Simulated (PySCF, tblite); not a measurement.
# C₄H₉B: dynamics, then NMR shifts on frames, part 1 of 2

Aim: move C₄H₉B (`BCCC=C`) away from its starting geometry and see how NMR shifts follow the geometry.

The runs use tblite 0.8.0 and PySCF 2.14.0, with density-fitted response routines of our own; the level of theory stands in each step. All values are computed, except where a source is named. Atoms count from 0, in the outputs and in this text.

### 1 Starting geometry

14 atoms, charge 0, multiplicity 1; geometry from: GFN2-xTB.

Bonds of the start (Å): B0–C1 1.57, C1–C2 1.54, C2–C3 1.50, C3–C4 1.32, B0–H5 1.17, B0–H6 1.17, C1–H7 1.10, C1–H8 1.10, C2–H9 1.09, C2–H10 1.09, C3–H11 1.08, C4–H12 1.08, C4–H13 1.08.

### 2 Dynamics with GFN2-xTB

What the job is given:

```
{"job": {"kind": "md", "xc": "GFN2-xTB", "basis": "xTB", "temperature": 300, "steps": 2000, "every": 50, "frames": 5}, "charge": 0, "multiplicity": 1}
B     -2.303171     0.681514     0.603307
C     -1.112374     0.062612    -0.205507
C      0.217270    -0.117819     0.542648
C      1.261595    -0.717247    -0.343764
C      2.395305    -0.128567    -0.674867
H     -3.331194     0.833898     0.066145
H     -2.185783     0.987886     1.725358
H     -0.929563     0.678637    -1.093473
H     -1.422721    -0.907026    -0.611751
H      0.560947     0.846811     0.919696
H      0.054085    -0.777202     1.399547
H      1.024443    -1.698512    -0.737546
H      3.115570    -0.594103    -1.326522
H      2.654913     0.848646    -0.300371
```

With the program's defaults for keys left out, this is: GFN2-xTB Langevin dynamics, gas phase.

On the command line:

```sh
$ OMP_NUM_THREADS=1 python probes_run.py task.json out
```

The driver reads the jobs from task.json and runs them one after another.

What it wrote:

```text
t/fs     T/K      E/eV
    0.0   232.4   -390.05009
   25.0   208.9   -389.82009
   50.0   172.6   -389.68426
   75.0   272.4   -389.71055
  100.0   223.9   -389.47720
  125.0   204.9   -389.56765
  150.0   303.8   -389.62227
  175.0   393.8   -389.72635
  200.0   321.4   -389.71141
  225.0   234.2   -389.50031
  250.0   300.4   -389.56057
  275.0   327.2   -389.67545
  300.0   230.7   -389.64809
  325.0   212.7   -389.68053
  350.0   242.3   -389.62833
  375.0   233.3   -389.67022
  400.0   272.3   -389.75351
  425.0   169.8   -389.59213
  450.0   258.0   -389.70056
  475.0   313.4   -389.72177
  500.0   208.3   -389.59953
  525.0   212.6   -389.69107
  550.0   225.8   -389.70928
  575.0   198.8   -389.49246
  600.0   375.5   -389.67756
  625.0   287.2   -389.61792
  650.0   372.7   -389.55231
  675.0   265.3   -389.28465
  700.0   354.7   -389.42566
  725.0   307.4   -389.23947
  750.0   325.5   -389.27454
  775.0   290.1   -389.55891
  800.0   395.7   -389.54559
  825.0   392.6   -389.61855
  850.0   285.3   -389.40118
  875.0   359.0   -389.48326
  900.0   314.4   -389.27129
  925.0   319.0   -389.50254
  950.0   300.7   -389.53396
  975.0   224.4   -389.47867
 1000.0   232.3   -389.53667
```

It took 12 s on 1 thread of Arm Neoverse N1, shared host; peak memory 0.18 GiB.

Distance from the start (root mean square after alignment): 0 fs 0.00 Å, 200 fs 0.34 Å, 400 fs 0.16 Å, 600 fs 0.14 Å, 800 fs 0.25 Å, 1000 fs 0.23 Å.

Positions (Å) and forces (eV/Å) at 1000 fs:

```xyz
14

B    -1.901    0.184    0.695   -1.781    0.658    0.269
C    -0.590   -0.287    0.019    0.092   -0.554    0.960
C     0.527   -0.665    1.000    0.033   -0.318    1.691
C     1.795   -1.259    0.434    0.122    2.211    0.962
C     2.888   -0.514    0.340   -1.700    1.038    1.033
H    -2.823    0.630    0.036    0.821   -0.362    0.203
H    -2.184    0.164    1.857    0.546   -0.159   -0.468
H    -0.245    0.468   -0.641    0.447    0.682   -0.822
H    -0.836   -1.155   -0.588    0.059   -0.146   -0.226
H     0.762    0.207    1.707   -0.161   -0.879   -1.222
H     0.125   -1.449    1.680   -0.003    0.348   -0.279
H     1.886   -2.300    0.390   -0.274   -1.174   -0.764
H     3.779   -0.864    0.011    2.361   -1.236   -0.915
H     2.971    0.513    0.694   -0.563   -0.109   -0.422
```

### 3 Shielding tensors: 250 fs, PBE0/pcSseg-1

What the job is given:

```
{"job": {"kind": "nmr", "xc": "PBE0", "basis": "pcSseg-1", "pop": false}, "charge": 0, "multiplicity": 1}
B     -2.376800     0.409300     0.540200
C     -1.045600     0.128700    -0.187300
C     -0.063700    -0.949000     0.292500
C      1.198900    -0.979100    -0.576300
C      2.455900    -0.846800    -0.211000
H     -3.333900     0.864000     0.063000
H     -2.552600     0.397900     1.707200
H     -0.561900     1.051800    -0.043100
H     -1.193100     0.188000    -1.357400
H      0.256600    -0.735600     1.296800
H     -0.538500    -1.928700     0.266500
H      0.944900    -0.996800    -1.673200
H      3.298200    -0.969000    -0.894700
H      2.739500    -0.745700     0.869800
```

Level: GIAO PBE0/pcSseg-1 NMR shielding, non-relativistic, gas phase.

What it wrote:

```text
coarse grid: 11016 points
cycle   1  E = -182.2969960454  dE =  2.413e-01  |g| = 3.454e-01  |ddm| = 3.086e+00
cycle   2  E = -182.2993858814  dE = -2.390e-03  |g| = 3.457e-01  |ddm| = 6.028e-01
cycle   3  E = -182.3316130454  dE = -3.223e-02  |g| = 2.822e-02  |ddm| = 3.074e-01
cycle   4  E = -182.3317822179  dE = -1.692e-04  |g| = 1.382e-02  |ddm| = 3.964e-02
cycle   5  E = -182.3318288863  dE = -4.667e-05  |g| = 4.045e-03  |ddm| = 1.383e-02
cycle   6  E = -182.3318326190  dE = -3.733e-06  |g| = 1.503e-03  |ddm| = 4.196e-03
final grid: 104392 points
cycle   7  E = -182.3618889206  dE = -3.013e-05  |g| = 6.662e-03  |ddm| = 2.533e-02
cycle   8  E = -182.3618867653  dE =  2.155e-06  |g| = 7.390e-03  |ddm| = 1.148e-02
cycle   9  E = -182.3619008766  dE = -1.411e-05  |g| = 7.909e-04  |ddm| = 5.737e-03
cycle  10  E = -182.3619010248  dE = -1.482e-07  |g| = 2.540e-04  |ddm| = 7.741e-04
cycle  11  E = -182.3619010405  dE = -1.569e-08  |g| = 6.942e-05  |ddm| = 2.525e-04
cycle  12  E = -182.3619010417  dE = -1.222e-09  |g| = 1.680e-05  |ddm| = 6.432e-05
cycle  13  E = -182.3619010418  dE = -7.117e-11  |g| = 3.659e-06  |ddm| = 1.844e-05
converged SCF energy = -182.3619010418

GIAO shielding tensors (ppm)
atom      isotropic    diamagn.    paramagn.     s11        s22        s33       span
  0 B       11.138     188.675    -177.536    -55.351    -43.660    132.427    187.778
  1 C      147.646     251.522    -103.876    120.468    151.277    171.195     50.727
  2 C      151.019     246.184     -95.165    132.382    147.489    173.186     40.805
  3 C       33.543     257.353    -223.810    -80.441     39.812    141.257    221.698
  4 C       66.758     253.027    -186.268    -39.802     85.558    154.520    194.322
  5 H       23.545      29.090      -5.545     16.745     26.345     27.544     10.799
  6 H       23.635      29.123      -5.487     16.641     26.650     27.615     10.974
  7 H       31.774      33.609      -1.835     26.948     31.685     36.688      9.740
  8 H       27.327      29.289      -1.961     23.595     26.193     32.194      8.600
  9 H       29.525      32.534      -3.010     26.193     28.819     33.561      7.368
 10 H       29.281      29.941      -0.660     25.470     27.893     34.481      9.011
 11 H       25.137      30.454      -5.318     23.247     24.328     27.836      4.590
 12 H       26.031      28.150      -2.119     23.788     24.912     29.392      5.605
 13 H       25.666      29.736      -4.069     23.279     24.590     29.130      5.850
```

Run time: 16 s. Hardware: 1 thread of Arm Neoverse N1, shared host; peak memory 0.62 GiB.

The references, computed at this level on geometries of the same kind, shield at (ppm): 1H TMS 31.72, 13C TMS 186.9, 11B BF3·OEt2 100.1. Their shielding less the atom's gives the shift. The references are single molecules in the gas phase. Each atom is listed at this fixed geometry, with no averaging over motion; a spectrum would average atoms that exchange fast.

| atoms | environment | σ (ppm) | δ (ppm) |
| --- | --- | --- | --- |
| C3 | alkene CH | 33.5 | 153.4 |
| C4 | terminal =CH2 carbon | 66.8 | 120.2 |
| C1 | sp3 CH2 bonded to B | 147.6 | 39.3 |
| C2 | allylic sp3 CH2 | 151.0 | 35.9 |
| H5 | hydrogen on a boron bonded to C | 23.55 | 8.17 |
| H6 | hydrogen on a boron bonded to C | 23.64 | 8.08 |
| H11 | hydrogen on an alkene CH | 25.14 | 6.58 |
| H13 | hydrogen on a terminal =CH2 carbon | 25.67 | 6.05 |
| H12 | hydrogen on a terminal =CH2 carbon | 26.03 | 5.69 |
| H8 | hydrogen on an sp3 CH2 bonded to B | 27.33 | 4.39 |
| H10 | hydrogen on an allylic sp3 CH2 | 29.28 | 2.44 |
| H9 | hydrogen on an allylic sp3 CH2 | 29.52 | 2.19 |
| H7 | hydrogen on an sp3 CH2 bonded to B | 31.77 | -0.06 |
| B0 | boron bonded to C, 2 H | 11.1 | 88.9 |

### 4 NMR shieldings: 425 fs, PBE0/pcSseg-1

What the job is given:

```
{"job": {"kind": "nmr", "xc": "PBE0", "basis": "pcSseg-1", "pop": false}, "charge": 0, "multiplicity": 1}
B     -2.167900     0.410900     0.254800
C     -0.859000    -0.042600    -0.347100
C     -0.024200    -1.258300     0.188800
C      1.383800    -1.266500    -0.388100
C      2.535600    -1.358000     0.229700
H     -2.912500     1.037600    -0.336700
H     -2.424100     0.060600     1.364900
H     -0.175200     0.891900    -0.130300
H     -0.944100    -0.070800    -1.450100
H      0.009500    -1.206500     1.227200
H     -0.424100    -2.205700    -0.164600
H      1.352400    -1.017800    -1.437700
H      3.472400    -1.303600    -0.316900
H      2.513200    -1.284400     1.297800
```

Level: GIAO PBE0/pcSseg-1 NMR shielding, non-relativistic, gas phase.

What it wrote:

```text
coarse grid: 11016 points
cycle   1  E = -182.2924554969  dE =  3.057e-01  |g| = 3.654e-01  |ddm| = 3.094e+00
cycle   2  E = -182.2973196434  dE = -4.864e-03  |g| = 3.547e-01  |ddm| = 6.376e-01
cycle   3  E = -182.3313674637  dE = -3.405e-02  |g| = 2.748e-02  |ddm| = 3.181e-01
cycle   4  E = -182.3315181893  dE = -1.507e-04  |g| = 1.428e-02  |ddm| = 3.726e-02
cycle   5  E = -182.3315694259  dE = -5.124e-05  |g| = 2.800e-03  |ddm| = 1.289e-02
cycle   6  E = -182.3315713013  dE = -1.875e-06  |g| = 7.722e-04  |ddm| = 3.074e-03
final grid: 104392 points
cycle   7  E = -182.3615563058  dE = -3.362e-05  |g| = 7.057e-03  |ddm| = 2.470e-02
cycle   8  E = -182.3615547009  dE =  1.605e-06  |g| = 7.561e-03  |ddm| = 1.295e-02
cycle   9  E = -182.3615698317  dE = -1.513e-05  |g| = 1.041e-03  |ddm| = 6.793e-03
cycle  10  E = -182.3615701016  dE = -2.699e-07  |g| = 2.378e-04  |ddm| = 9.688e-04
cycle  11  E = -182.3615701152  dE = -1.363e-08  |g| = 5.595e-05  |ddm| = 2.051e-04
cycle  12  E = -182.3615701160  dE = -7.701e-10  |g| = 1.652e-05  |ddm| = 5.263e-05
converged SCF energy = -182.3615701160

GIAO shielding tensors (ppm)
atom      isotropic    diamagn.    paramagn.     s11        s22        s33       span
  0 B       15.014     192.175    -177.161    -63.560    -20.499    129.101    192.661
  1 C      140.752     253.569    -112.817    106.401    149.798    166.056     59.655
  2 C      149.212     245.891     -96.679    130.302    151.377    165.957     35.655
  3 C       32.103     259.950    -227.847    -89.536     36.396    149.449    238.986
  4 C       71.011     256.527    -185.516    -41.875     94.536    160.373    202.247
  5 H       24.023      30.272      -6.249     16.512     27.391     28.164     11.652
  6 H       24.025      29.540      -5.516     16.608     27.272     28.194     11.586
  7 H       29.281      31.069      -1.788     24.829     29.062     33.952      9.123
  8 H       28.466      31.982      -3.515     24.577     27.753     33.068      8.491
  9 H       30.359      33.569      -3.210     26.887     29.898     34.291      7.404
 10 H       29.298      30.068      -0.770     25.618     28.076     34.199      8.581
 11 H       25.749      32.868      -7.119     23.378     24.564     29.306      5.928
 12 H       26.078      29.174      -3.096     23.399     25.096     29.740      6.342
 13 H       26.330      31.633      -5.303     22.923     25.507     30.560      7.637
```

Run time: 15 s. Hardware: 1 thread of Arm Neoverse N1, shared host; peak memory 0.61 GiB.

This run: δ C3 154.8, C4 115.9, C1 46.2, C2 37.7, H5 7.69, H6 7.69 ppm.

(Continued in part 2 of 2.)
